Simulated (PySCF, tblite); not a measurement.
# C₄H₈Se₂Si: geometry, infrared bands and NMR shifts

Aim: predict the infrared bands and NMR shifts of C₄H₈Se₂Si (`CC1=C[Se]C[Si@H]1[SeH]`).

Computed with tblite 0.8.0 and PySCF 2.14.0, with density-fitted response routines of our own, on a single molecule in the gas phase. Atoms are numbered from 0 throughout.

## Step 1: The starting structure

15 atoms, charge 0, multiplicity 1; geometry from: force field or distance geometry start.

Bonds of the start (Å): C0–C1 1.51, C1–C2 1.34, C2–Se3 1.94, Se3–C4 1.94, C4–Si5 1.86, Si5–Se6 2.28, Si5–C1 1.82, C0–H7 1.11, C0–H8 1.11, C0–H9 1.10, C2–H10 1.07, C4–H11 1.11, C4–H12 1.11, Si5–H13 1.47, Se6–H14 1.54.

## Step 2: Geometry optimisation with GFN2-xTB

The job: settings as JSON, then the geometry in Å.

```
{"job": {"kind": "relax", "xc": "GFN2-xTB", "basis": "xTB"}, "charge": 0, "multiplicity": 1}
C      2.167800    -0.059400    -0.211300
C      0.714500    -0.194900     0.170700
C      0.360200    -0.670100     1.377000
Se    -1.532700    -0.727900     1.802000
C     -2.053900    -0.598800    -0.057900
Si    -0.656300     0.237200    -0.950300
Se    -0.948500     2.501100    -0.964500
H      2.254400     0.349700    -1.237500
H      2.674300     0.637300     0.488400
H      2.655200    -1.048100    -0.165400
H      1.084600    -1.000100     2.097100
H     -2.199300    -1.618500    -0.480000
H     -2.992000    -0.006600    -0.159500
H     -0.453100    -0.304500    -2.303200
H     -1.079500     2.511500     0.572400
```

The run is started by

```bash
> OMP_NUM_THREADS=1 python probes_run.py task.json out
```

This one command runs all jobs of the session in turn.

**Question.** This job is followed by: GFN2-xTB harmonic vibrations, gas phase; GIAO PBE0/pcSseg-1 NMR shielding, non-relativistic, gas phase. Predict these results of the whole session: strongest single infrared mode (GFN2-xTB); zero-point energy (GFN2-xTB); ¹³C shifts against TMS (PBE0/pcSseg-1); ¹H shifts against TMS (PBE0/pcSseg-1, means over atoms taken as alike); ⁷⁷Se shifts against Me2Se (PBE0/pcSseg-1); ²⁹Si shifts against TMS (PBE0/pcSseg-1).

The runs gave:

```
                                                              quantity                                   value
                             strongest single infrared mode (GFN2-xTB)                   2084 cm⁻¹, 314 km/mol
                                          zero-point energy (GFN2-xTB)                           63.5 kcal/mol
                                ¹³C shifts against TMS (PBE0/pcSseg-1)            152.9, 136.6, 21.5, 16.0 ppm
¹H shifts against TMS (PBE0/pcSseg-1, means over atoms taken as alike)  6.93, 5.81, 2.35, 2.14, 2.13, 0.38 ppm
                             ⁷⁷Se shifts against Me2Se (PBE0/pcSseg-1)                           359, -384 ppm
                               ²⁹Si shifts against TMS (PBE0/pcSseg-1)                                20.9 ppm
```

What this shows: Relaxing lowered the energy by 0.388 eV in 171 steps; the close pair that moved most is Se6–H14, from 1.543 to 1.435 Å. No mode is imaginary among the 39: a minimum at this level. The strongest single mode, at 2084 cm⁻¹, moves mainly H14. GFN2-xTB is a fitted tight-binding method: band positions and strengths are rough. Its intensities can rank the bands wrongly. H10 (hydrogen on an alkene CH) lies farthest downfield among hydrogen, at 6.93 ppm; olefinic region. At PBE0/pcSseg-1: The largest span, 1084 ppm, is at Se3, where the paramagnetic term is -1598 ppm. Spin-orbit coupling is left out, which matters for shieldings and couplings at and beside the heavy atoms.
